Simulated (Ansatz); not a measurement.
**Rb2CuRh2Br2: one run, from forces to fields**

The system is Rb2CuRh2Br2, a structure type of another compound, with these elements put in. Wanted, at the geometry given: its forces and stress, its levels, and how its atoms share the electrons.

Program: Ansatz 0.2.0. Level of theory: DFT, PBE, no spin polarisation, plane waves, PAW. These are calculated values, not measurements.

### Step 1. The system as given

Symmetry: Cmce, No. 64, orthorhombic system. Conventional cell: a = 15.816 Å, b = 7.048 Å, c = 7.065 Å, α = 90.00°, β = 90.00°, γ = 90.00°. Rb (site symmetry 2) has 4 Rh at 3.27 Å and 5 Br at 3.35 to 3.55 Å as nearest neighbours. Around Cu (site symmetry 2/m) lie 2 Rh at 2.21 Å and 2 Br at 2.46 Å. Rh (site symmetry m) is surrounded by 1 Cu at 2.21 Å. Around Br (site symmetry 2) lie 1 Cu at 2.46 Å and 2 Rh at 3.30 Å and 5 Rb at 3.35 to 3.55 Å.

The coordinates stand in the input below.

The run starts from a saved solution of this cell (checkpoint.read), perhaps found on another mesh.

### Step 2. Self-consistent run

File input.yaml:

```yaml
crystal:
  lattice:
    - [0.0, 7.047696, 0.0]
    - [7.907978, -3.523848, 0.0]
    - [0.0, 0.0, -7.065213]
  atoms:
    - { symbol: Rb, position: [0.3672, 0.7344, 0.0] }
    - { symbol: Rb, position: [0.1328, 0.2656, 0.5] }
    - { symbol: Rb, position: [0.6328, 0.2656, 0.0] }
    - { symbol: Rb, position: [0.8672, 0.7344, 0.5] }
    - { symbol: Cu, position: [0.0, 0.0, 0.0] }
    - { symbol: Cu, position: [0.5, 0.0, 0.5] }
    - { symbol: Rh, position: [0.221, 0.0, 0.779] }
    - { symbol: Rh, position: [0.279, 0.0, 0.279] }
    - { symbol: Rh, position: [0.779, 0.0, 0.221] }
    - { symbol: Rh, position: [0.721, 0.0, 0.721] }
    - { symbol: Br, position: [0.1555, 0.311, 0.0] }
    - { symbol: Br, position: [0.3445, 0.689, 0.5] }
    - { symbol: Br, position: [0.8445, 0.689, 0.0] }
    - { symbol: Br, position: [0.6555, 0.311, 0.5] }
  symmetry: { tolerance: 0.0003 }
kpoints:
  mp_grid: { grid: [5, 5, 5], shift: [0, 0, 0] }
  band_path:
    path:
      - [0.0, 0.0, 0.0]
      - [0.0, 0.5, 0.0]
      - [0.40071733, 0.29964133, 0.0]
      - [0.59928267, -0.29964133, 0.0]
      - [0.0, 0.0, 0.0]
      - [0.0, 0.0, -0.5]
      - [0.59928267, -0.29964133, -0.5]
      - [0.40071733, 0.29964133, -0.5]
      - [0.0, 0.5, -0.5]
      - [0.0, 0.5, 0.0]
      - [0.0, 0.0, 0.0]
    npoints: 6
magnetization:
  spin_polarized: false
scf:
  occupations: { method: fermi_dirac }
  lower_state_search: "off"
  max_iter: 200
hamiltonian:
  pseudopotentials: { kind: paw }
  xc: pbe
basis:
  ecutwfc: 420
  fft_grid_basis: typed
output:
  forces: true
  stress: true
  eigenvalues: true
  bader: true
  populations: true
  elf: true
  write_potential: true
  volumetric_format: npy
  dos:
    e_range: [-12, 8]
    de: 0.05
    projected: { site_lists: { Br: [Br], Cu: [Cu], Rb: [Rb], Rh: [Rh] } }
checkpoint:
  read: saved_state
```

Before running it: what results should come out? Wanted: largest force; pressure; character; Bader charges.

The runs gave:

| quantity | value |
| --- | --- |
| largest force | 2.859 eV/Å on Rh |
| pressure | 2.6 GPa |
| formation energy (elements from separate runs) | 0.28 eV/atom |
| character | metal |
| density of states, mean within 0.25 eV of the Fermi level | 22 per eV per cell |
| Bader charges | Rb +0.73, Cu +0.28, Rh -0.29, Br -0.58 e |

What this shows: The cell is metallic; within 0.25 eV of the Fermi level the density of states averages 22 per eV per cell, mostly Rh d (67 %). Forces reach 2.9 eV/Å, so the geometry is far from rest and the levels are not those of the relaxed cell. The pressure of 2.6 GPa says the cell is too small. Against the elements' reference phases (Rb bcc, Cu fcc, Rh fcc, solid Br2 (Cmce); separate runs with the same functional) the formation energy is 0.28 eV per atom, so at this geometry it is not bound against them. Rb loses most charge (+0.73 e on average) and Br gains most (-0.58 e).

Limits of this run: many states at the Fermi level without spin polarisation, so a magnetic state may lie lower.
